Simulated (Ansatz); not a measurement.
# H4OSi: the cost of one run

Computed with Ansatz 0.2.0, Gaussian basis. Level: PBE0-D4/def2-TZVP structures, single points in def2-TZVPP, no counterpoise correction.

Levels: SPW92, PBE-D4, BLYP-D4, r2SCAN-D4, B97M-V, PBE0-D4, B3LYP-D4, r2SCAN0-D4, BHLYP-D4, CAM-B3LYP-D4, wB97X-V, wB97M-V, B2PLYP, PBE-QIDH, RPA on PBE, Hartree-Fock, MP2, CCSD, CCSD(T).

Cores are frozen in the correlated methods. B3LYP uses VWN-RPA correlation. B2PLYP carries no dispersion term here.

56 further runs of the same task are left out: 56 set aside as unsound or not needed.

**1. Starting geometry**

The complex: 12 atoms, charge 0, spin multiplicity 1.

Atoms are counted from 1 here; the program's logs count them from 0.

Bond lengths: Si1–O2 1.643 Å, Si1–H6 1.491 Å, Si1–H7 1.482 Å, Si1–H8 1.491 Å, O2–H5 0.965 Å, C3–C4 1.326 Å, C3–H9 1.085 Å, C3–H10 1.085 Å, C4–H11 1.085 Å, C4–H12 1.085 Å. Angles: O2–Si1–H6 111.9°, O2–Si1–H7 106.6°, O2–Si1–H8 111.9°, H6–Si1–H7 109.5°, H6–Si1–H8 107.4°, H7–Si1–H8 109.5°, Si1–O2–H5 116.4°, C4–C3–H9 121.7°, C4–C3–H10 121.7°, H9–C3–H10 116.7°, C3–C4–H11 121.7°, C3–C4–H12 121.6°, H11–C4–H12 116.7°.

Geometry (Å):

```xyz
12
charge 0, multiplicity 1
Si    0.34990    1.20598    1.82647
O     1.30393    0.74103    0.57267
C    -0.29643   -1.58522   -1.15573
C    -0.61222   -0.48771   -1.82955
H     0.88482    0.20100   -0.10799
H    -0.81916    2.00915    1.36739
H     1.19661    2.03083    2.71971
H    -0.18178    0.03790    2.58490
H     0.55067   -2.20193   -1.43661
H    -0.87646   -1.91458   -0.29996
H    -0.03592   -0.16132   -2.68868
H    -1.46396    0.12487   -1.55281
```

Its parts: SiH4O holds atoms 1, 2, 5, 6, 7, 8; C2H4 holds atoms 3, 4, 9, 10, 11, 12. Each part counts its atoms afresh in its own runs.

**2. Relaxing SiH4O alone**

The input, relax-a/in.yaml:

```yaml
crystal:
  periodic: [false, false, false]
  atoms:
    - {symbol: Si, position_ang: [0.349898, 1.205981, 1.826470]}
    - {symbol: O, position_ang: [1.303933, 0.741027, 0.572666]}
    - {symbol: H, position_ang: [0.884815, 0.201002, -0.107987]}
    - {symbol: H, position_ang: [-0.819164, 2.009145, 1.367387]}
    - {symbol: H, position_ang: [1.196611, 2.030834, 2.719711]}
    - {symbol: H, position_ang: [-0.181778, 0.037901, 2.584899]}
basis:
  gaussian: {orbitals: def2-TZVP}
hamiltonian: {xc: pbe0, dispersion: d4}
relax: {f_tol: 0.005, max_steps: 200}
```

Command:

```sh
> ansatz run in.yaml --threads 4 --pin off --events-out ev --progress --plain --max-ram 9574MiB
```

**Question.** How long does this run take on 4 threads of Arm Neoverse V1, shared host?

About 3.5 s.
